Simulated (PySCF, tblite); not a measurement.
**C3H11PSi2+ (doublet): geometry, infrared bands and EPR parameters**

What infrared bands and EPR parameters should C3H11PSi2+ (doublet) (`C=CC[Si@H]([SiH3])[PH2+]`) show?

The runs use tblite 0.8.0 and PySCF 2.14.0, with density-fitted response routines of our own; the level of theory stands in each step. All values are computed, except where a source is named. Atoms are numbered from 0 throughout.

## Step 1: The molecule as given

17 atoms, charge 1, multiplicity 2; geometry from: force field or distance geometry start.

Bonds of the start (Å): C0–C1 1.34, C1–C2 1.48, C2–Si3 1.90, Si3–Si4 2.25, Si3–P5 2.20, C0–H6 1.09, C0–H7 1.09, C1–H8 1.09, C2–H9 1.10, C2–H10 1.11, Si3–H11 1.48, Si4–H12 1.47, Si4–H13 1.49, Si4–H14 1.46, P5–H15 1.45, P5–H16 1.45.

## Step 2: Relaxing the molecule with GFN2-xTB

Job settings and geometry (Å):

```
{"job": {"kind": "relax", "xc": "GFN2-xTB", "basis": "xTB"}, "charge": 1, "multiplicity": 2}
C      2.628000    -0.288400    -0.821900
C      1.968400     0.002500     0.305700
C      0.774300    -0.803700     0.625700
Si    -0.689900     0.399800     0.736100
Si    -2.475600    -0.845500     0.181100
P     -0.426200     2.032000    -0.721300
H      3.511300     0.316000    -1.037800
H      2.282200    -1.068800    -1.497400
H      2.357300     0.783300     0.957000
H      0.832300    -1.338200     1.587200
H      0.585700    -1.489200    -0.232300
H     -0.832500     0.918000     2.112500
H     -3.186300    -0.151500    -0.896400
H     -2.012700    -2.145300    -0.371800
H     -3.309500    -1.106800     1.352300
H     -1.078000     3.260500    -0.308700
H     -0.935900     1.537100    -1.979900
```

Started as:

```console
$ OMP_NUM_THREADS=1 python probes_run.py task.json out
```

One launch serves the whole session: the jobs run in the order shown.

The log of the run:

```text
step      E/eV     max force
  0    -475.66513    2.600
  1    -475.86006    1.481
  2    -476.04159    0.922
  3    -476.13960    1.078
  4    -476.24737    0.838
  5    -476.29422    0.407
  6    -476.31232    0.316
  7    -476.32912    0.213
  8    -476.33565    0.177
  9    -476.34474    0.199
 10    -476.35137    0.223
 11    -476.35732    0.191
 12    -476.36157    0.164
 13    -476.36524    0.131
 14    -476.36886    0.220
 15    -476.37283    0.234
 16    -476.37668    0.150
 17    -476.37976    0.132
 18    -476.38199    0.109
 19    -476.38365    0.149
 20    -476.38509    0.133
 21    -476.38668    0.104
 22    -476.38860    0.122
 23    -476.39086    0.147
 24    -476.39330    0.180
 25    -476.39544    0.142
 26    -476.39687    0.078
 27    -476.39791    0.085
 28    -476.39887    0.114
 29    -476.39991    0.132
 30    -476.40117    0.128
 31    -476.40257    0.092
 32    -476.40371    0.076
 33    -476.40441    0.054
 34    -476.40481    0.044
 35    -476.40512    0.049
 36    -476.40546    0.054
 37    -476.40587    0.052
 38    -476.40635    0.049
 39    -476.40690    0.053
 40    -476.40743    0.054
 41    -476.40786    0.050
 42    -476.40824    0.049
 43    -476.40863    0.053
 44    -476.40902    0.048
 45    -476.40943    0.045
 46    -476.40987    0.048
 47    -476.41040    0.056
 48    -476.41105    0.072
 49    -476.41173    0.063
 50    -476.41234    0.072
 51    -476.41299    0.081
 52    -476.41395    0.084
 53    -476.41524    0.099
 54    -476.41635    0.107
 55    -476.41698    0.081
 56    -476.41741    0.069
 57    -476.41776    0.054
 58    -476.41840    0.066
 59    -476.41890    0.058
 60    -476.41947    0.049
 61    -476.41987    0.049
 62    -476.42026    0.050
 63    -476.42068    0.060
 64    -476.42121    0.073
 65    -476.42193    0.070
 66    -476.42266    0.067
 67    -476.42322    0.060
 68    -476.42364    0.049
 69    -476.42402    0.054
 70    -476.42439    0.050
 71    -476.42472    0.054
 72    -476.42498    0.038
 73    -476.42522    0.045
 74    -476.42546    0.035
 75    -476.42574    0.045
 76    -476.42598    0.046
 77    -476.42621    0.035
 78    -476.42639    0.033
 79    -476.42660    0.036
 80    -476.42691    0.058
 81    -476.42738    0.071
 82    -476.42796    0.063
 83    -476.42845    0.062
 84    -476.42878    0.050
 85    -476.42907    0.044
 86    -476.42948    0.056
 87    -476.43002    0.067
 88    -476.43056    0.057
 89    -476.43092    0.046
 90    -476.43123    0.039
 91    -476.43147    0.036
 92    -476.43167    0.022
 93    -476.43176    0.023
 94    -476.43183    0.023
 95    -476.43192    0.025
 96    -476.43207    0.024
 97    -476.43220    0.019
 98    -476.43228    0.012
 99    -476.43230    0.010
100    -476.43232    0.009
```

Run time: 0.75 s. Hardware: 1 thread of Arm Neoverse V2, shared host.

Step by step: (not every step is listed)

```
step  energy from step 0 (eV)  largest force (eV/Å)
   0                   0.0000                2.5998
   1                  -0.1949                1.4812
   2                  -0.3765                0.9218
   3                  -0.4745                1.0775
   4                  -0.5822                0.8379
   5                  -0.6291                0.4071
   6                  -0.6472                0.3158
   7                  -0.6640                0.2135
   8                  -0.6705                0.1769
  16                  -0.7116                0.1496
  24                  -0.7282                0.1802
  32                  -0.7386                0.0765
  40                  -0.7423                0.0540
  48                  -0.7459                0.0716
  56                  -0.7523                0.0688
  64                  -0.7561                0.0732
  72                  -0.7599                0.0380
  80                  -0.7618                0.0583
  88                  -0.7654                0.0573
  95                  -0.7668                0.0246
  96                  -0.7669                0.0240
  97                  -0.7671                0.0193
  98                  -0.7672                0.0122
  99                  -0.7672                0.0102
 100                  -0.7672                0.0095
```

Close pairs (by a distance rule), those that changed most:

```
   bond  before (Å)  after (Å)  change (Å)
Si3–Si4       2.247      2.507      +0.261
 P5–H15       1.451      1.390      -0.061
 P5–H16       1.445      1.391      -0.054
 Si3–P5       2.204      2.250      +0.046
 C2–Si3       1.899      1.927      +0.029
Si4–H13       1.486      1.459      -0.027
 C2–H10       1.114      1.090      -0.024
  C0–H6       1.092      1.075      -0.016
```

The end geometry stands in the next job.

## Step 3: Harmonic vibrations with GFN2-xTB

Job settings and geometry (Å):

```
{"job": {"kind": "ir", "xc": "GFN2-xTB", "basis": "xTB"}, "charge": 1, "multiplicity": 2}
C      2.593885    -0.018092    -0.827112
C      2.045069    -0.139209     0.376927
C      0.791998    -0.895552     0.636318
Si    -0.591280     0.442852     0.732513
Si    -2.684981    -0.824565     0.188264
P     -0.281817     2.095423    -0.762496
H      3.522846     0.503550    -0.973437
H      2.159191    -0.475905    -1.701280
H      2.504779     0.329184     1.234929
H      0.859726    -1.441642     1.575784
H      0.605256    -1.606992    -0.167996
H     -0.598378     1.061705     2.063406
H     -3.398195     0.053067    -0.733108
H     -2.228296    -2.069329    -0.420462
H     -3.302899    -0.958408     1.499097
H     -1.575612     2.601695    -0.800624
H     -0.428290     1.354249    -1.930633
```

The log of the run:

```text
mode    cm-1     km/mol
  1     -48.6      0.05
  2     -15.0      0.50
  3      66.2      0.83
  4      75.2      1.37
  5      85.5      3.99
  6     126.1      8.51
  7     144.9      5.32
  8     194.6     21.88
  9     261.8     19.42
 10     378.3      4.83
 11     381.7     11.70
 12     399.4     10.32
 13     412.4      1.67
 14     441.1      6.62
 15     530.0      3.76
 16     565.8     44.81
 17     612.1    106.35
 18     661.0     68.73
 19     700.3    565.95
 20     705.3    119.04
 21     721.0    120.89
 22     726.6     98.52
 23     789.7     73.52
 24     893.8     28.51
 25     938.9     12.32
 26     984.0      6.60
 27    1025.3      6.82
 28    1091.0     22.63
 29    1128.1     29.81
 30    1179.4      4.44
 31    1279.9      4.95
 32    1382.8     24.81
 33    1430.8      4.26
 34    1624.8    155.90
 35    2220.5    109.19
 36    2277.5     53.51
 37    2304.4     41.37
 38    2321.7    152.21
 39    2346.5     58.51
 40    2349.3    184.83
 41    2988.3      7.64
 42    2999.5      0.68
 43    3081.4      4.08
 44    3100.6     14.03
 45    3145.7      3.63
```

Run time: 0.66 s. Hardware: 1 thread of Arm Neoverse V2, shared host.

Which atoms move in the most intense modes:

```
cm⁻¹  km/mol                                  atoms
 612   106.3                     H15 69 %, Si3 10 %
 700   566.0  H12 22 %, H13 21 %, H14 21 %, C2 14 %
 705   119.0                     H14 52 %, H13 31 %
 721   120.9                     H12 49 %, H13 40 %
1625   155.9                       C1 47 %, C0 42 %
2220   109.2                               H11 95 %
2322   152.2                     H12 60 %, H13 34 %
2349   184.8           H14 36 %, H15 32 %, H16 24 %
```

## Step 4: g tensor and hyperfine couplings: B3LYP/pcH-1

Settings changed since step 3:

```diff
@@ -1,2 +1,2 @@
-{"job": {"kind": "ir", "xc": "GFN2-xTB", "basis": "xTB"}, "charge": 1, "multiplicity": 2}
+{"job": {"kind": "epr", "basis": "pcH-1"}, "charge": 1, "multiplicity": 2}
 C      2.593885    -0.018092    -0.827112
```

Method: UKS B3LYP, pcH-1 on C H P Si, non-relativistic, mean-field spin-orbit, GIAO.

The log of the run:

```text
UKS, coarse grid
  cycle   1  E = -1040.92187338  |g| = 3.61e-01
  cycle   2  E = -1040.67863377  |g| = 6.52e-01
  cycle   3  E = -1040.96841957  |g| = 1.64e-01
  cycle   4  E = -1040.98718868  |g| = 6.25e-02
  cycle   5  E = -1040.98928681  |g| = 3.25e-02
  cycle   6  E = -1040.98996855  |g| = 1.93e-02
  cycle   7  E = -1040.99020591  |g| = 9.22e-03
  cycle   8  E = -1040.99027576  |g| = 4.84e-03
  cycle   9  E = -1040.99030008  |g| = 2.52e-03
  cycle  10  E = -1040.99030651  |g| = 1.12e-03
  cycle  11  E = -1040.99030786  |g| = 5.30e-04
UKS, final grid
  cycle   1  E = -1040.99026475  |g| = 1.07e-03
  cycle   2  E = -1040.99025905  |g| = 3.00e-03
  cycle   3  E = -1040.99026570  |g| = 1.65e-04
  cycle   4  E = -1040.99026572  |g| = 1.32e-04
  cycle   5  E = -1040.99026574  |g| = 8.62e-05
  cycle   6  E = -1040.99026575  |g| = 2.10e-05
E = -1040.99026575 Eh   <S^2> = 0.7569 (exact 0.7500)
g shifts (ppm)      1          2          3
  rmc          -158       -158       -158
  gc             24         28         49
  oz_so         498       8258      22786
  total         364       8129      22678
hyperfine (MHz)  atom isotope    a_iso     a_fc   dipolar eigenvalues
    0   13C      13.73      13.78    -16.96    -16.47     33.43
    1   13C       0.32       0.21     -9.27     -3.77     13.04
    2   13C       8.53       8.43     -7.67     -7.06     14.73
    3  29Si      48.88      49.77    -62.07     29.00     33.07
    4  29Si     -49.33     -49.36    -66.63     32.56     34.06
    5   31P     229.32     229.44   -105.94    -96.70    202.64
    6    1H      -9.98      -9.98     -8.53     -1.03      9.56
    7    1H     -10.44     -10.44     -7.53     -0.82      8.34
    8    1H       0.28       0.26     -3.40     -0.32      3.72
    9    1H      -2.59      -2.60     -4.00     -0.60      4.60
   10    1H      -6.44      -6.46     -3.48     -0.00      3.48
   11    1H      -9.22      -9.28     -3.64     -0.33      3.98
   12    1H       6.90       6.90     -4.17      0.26      3.91
   13    1H       9.01       9.00     -4.02      0.10      3.91
   14    1H      57.37      57.37     -4.52      0.49      4.03
   15    1H       7.69       7.66     -5.08     -0.03      5.11
   16    1H      12.30      12.24     -4.24     -0.14      4.38
```

It took 1.8 min on 1 thread of Arm Neoverse V2, shared host; peak memory 0.97 GiB.

Principal g values 2.00268, 2.01045, 2.02500; g(iso) = 2.01271, against 2.00232 for a free electron.

Hyperfine couplings; where a row names several nuclei, a(iso) is their mean (it holds for fast rotation or exchange) and the dipolar term the largest among them:

```
       nuclei  isotope  a(iso) (MHz)  a(iso) (G, at g = 2.0023)  largest dipolar term (MHz)
           P5      31P         229.3                       81.8                       202.6
          Si4     29Si         -49.3                      -17.6                       -66.6
          Si3     29Si          48.9                       17.4                       -62.1
H12, H13, H14       1H          24.4                        8.7                        -4.5
           C0      13C          13.7                        4.9                        33.4
           H7       1H         -10.4                       -3.7                         8.3
     H15, H16       1H          10.0                        3.6                         5.1
           H6       1H         -10.0                       -3.6                         9.6
          H11       1H          -9.2                       -3.3                         4.0
           C2      13C           8.5                        3.0                        14.7
          H10       1H          -6.4                       -2.3                         3.5
           H9       1H          -2.6                       -0.9                         4.6
           C1      13C           0.3                        0.1                        13.0
           H8       1H           0.3                        0.1                         3.7
```

Mulliken spin populations:

C0 0.22; C1 0.02; C2 0.06; Si3 0.14; Si4 0.25; P5 0.30; H6 -0.01; H7 -0.01; H8 0.00; H9 0.00; H10 0.00; H11 -0.01; H12 0.00; H13 0.00; H14 0.03; H15 0.00; H16 0.00

In first order the couplings over 0.8 MHz of 31P, 1H give 768 distinct lines over 128.9 G, if the averaged nuclei exchange fast; the same motion can average rows kept apart here too.

Orbitals, density, ELF and potential are computed afterwards from the orbital file.

ELF in a plane through or near 6 of the atoms.

Ten even steps from ' ' (0.00) to '@' (1.00):
```
                                                        
                                                        
                      ..::::    ..::..                  
                    ==**##**==++%%@@@@::                
                  ::**%%@@%%**%%@@@@@@==                
                  ..##@@%%::--**@@@@@@::                
                    ::%%##--##::####--                  
        --++--....    ::######%%++::      ::::          
      ..##%%**----++::  ::**##******--..::--::          
        ==++--..==**++::..----**..%%##--::::..          
              ..++::==++++##::**..%%%%====++==::        
              --**..++%%**%%##--++%%****@@@@@@@@==      
            ..--++==++**++##++--::::::%%@@@@@@@@%%      
              ....  ::@@@@@@++        **@@@@@@@@++      
                    --@@@@@@##        ..++%%##==        
                    ..##@@@@::                          
                        ::..                            
                                                        
                                                        
                                                        
```
The map spans 12.5 Å across and 10.7 Å up, centred on the molecule. Atoms in the plane (x, y in Å): C1 (-2.0, -0.5), Si3 (0.6, 0.0), P5 (0.1, 2.2), H9 (-0.6, -2.2), H14 (3.5, -1.3), H15 (1.3, 2.7).

On the surface of density 0.002 e/bohr³ the electrostatic potential runs, from the 1st to the 99th percentile, from 3.22 V near P5 to 5.55 V near Si4.

The spin density lies nearest to P5 23 %; Si3, Si4 about 16 % each; C0 14 %.

## Step 5: What came out

| quantity | value |
| --- | --- |
| strongest single infrared mode (GFN2-xTB) | 700 cm⁻¹, 566 km/mol |
| zero-point energy (GFN2-xTB) | 73.0 kcal/mol |
| g(iso) (B3LYP) | 2.01271 |
| ⟨S²⟩ | 0.757 (exact 0.75) |
| largest a(iso) (averaged by class) | 31P on P5, 229.3 MHz |

**Reading.** The optimisation took 100 steps and gained 0.767 eV; among the close pairs (by a distance rule), Si3–Si4 changed most, from 2.247 to 2.507 Å. The lowest mode is imaginary (49i cm⁻¹), so the xTB geometry is not a minimum: the zero-point energy counts the real modes alone, and all values at this geometry belong to a saddle point. The strongest single mode, at 700 cm⁻¹, is carried by H12, H13, H14, C2. GFN2-xTB is a fitted tight-binding method: band positions and strengths are rough. Its intensities can rank the bands wrongly. The largest spin populations lie on P5 (0.30 e), Si4 (0.25 e), C0 (0.22 e). The isotropic g lies 10.4 ppt above the free-electron value. These values are for one conformer; the search (at its own cheap level) found 2 more, at 0.15, 2.02 kcal/mol, and measured spectra average over such forms.
